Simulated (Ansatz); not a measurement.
Predict the output of the script below (the Ansatz DFT code, driven from Python).

`torsion_ch6s2si.py`
```python
"""Rigid torsion scan of CH6S2Si."""

import ansatz as az
from ase import Atoms


def main() -> None:
    atoms = Atoms(["C", "Si", "S", "S", "H", "H", "H", "H", "H", "H"], positions=[
        (-0.2579, 1.3264, -0.4756),
        (0.2901, -0.3568, -0.7375),
        (1.4191, -0.9738, 0.9535),
        (0.017, -1.1738, 2.3403),
        (0.5281, 2.0587, -0.3547),
        (-0.8714, 1.7343, -1.3595),
        (-0.9386, 1.4508, 0.3867),
        (-0.804, -1.2781, -0.9221),
        (1.1628, -0.4111, -1.8989),
        (-0.462, -2.4277, 2.0707),
    ])

    # start the scan from a relaxed geometry
    first = (
        az.Crystal.molecule_from_ase(atoms).calculation()
        .basis(gaussian="6-31G*")
        .functional("hf")
        .relax(force_tolerance=0.02, max_steps=80)
    )
    atoms.positions = first.run(threads=1).report["positions_ang"]

    start = atoms.get_dihedral(2, 1, 0, 4)
    energies = {}
    for turn in range(0, 121, 15):
        turned = atoms.copy()
        turned.set_dihedral(2, 1, 0, 4, start + turn, indices=[0, 4, 5, 6])
        model = az.Crystal.molecule_from_ase(turned).calculation().basis(gaussian="6-31G*").functional("hf")
        energies[round((start + turn) % 360)] = model.run(threads=1).report["free_energy_ev"]
    floor = min(energies.values())
    print("dihedral S2-Si1-C0-H4 (deg)   E - E(min) (kcal/mol)")
    for angle, e in sorted(energies.items()):
        print(f"{angle:8d} {23.060548 * (e - floor):14.3f}  " + "#" * int(30 * (e - floor) / max(max(energies.values()) - floor, 1e-9)))


if __name__ == "__main__":
    main()
```

```console
$ python torsion_ch6s2si.py
dihedral S2-Si1-C0-H4 (deg)   E - E(min) (kcal/mol)
      60          0.000
      75          0.221  ####
      90          0.756  ###############
     105          1.291  #########################
     120          1.508  ##############################
     135          1.284  #########################
     150          0.760  ###############
     165          0.243  ####
     180          0.031
```

The scan is rigid and the energies are electronic, in a modest basis. With rigid groups the curve can differ much from the relaxed path, the start wasn't checked as a minimum of this torsion, and equivalent turns needn't return to the same energy. The whole script took 18 s on 1 thread of Intel(R) Xeon(R) 6975P-C (Granite Rapids) (shared host), peak memory 0.24 GiB.

(Lines on the test bed's own set-up are left out of the output.)
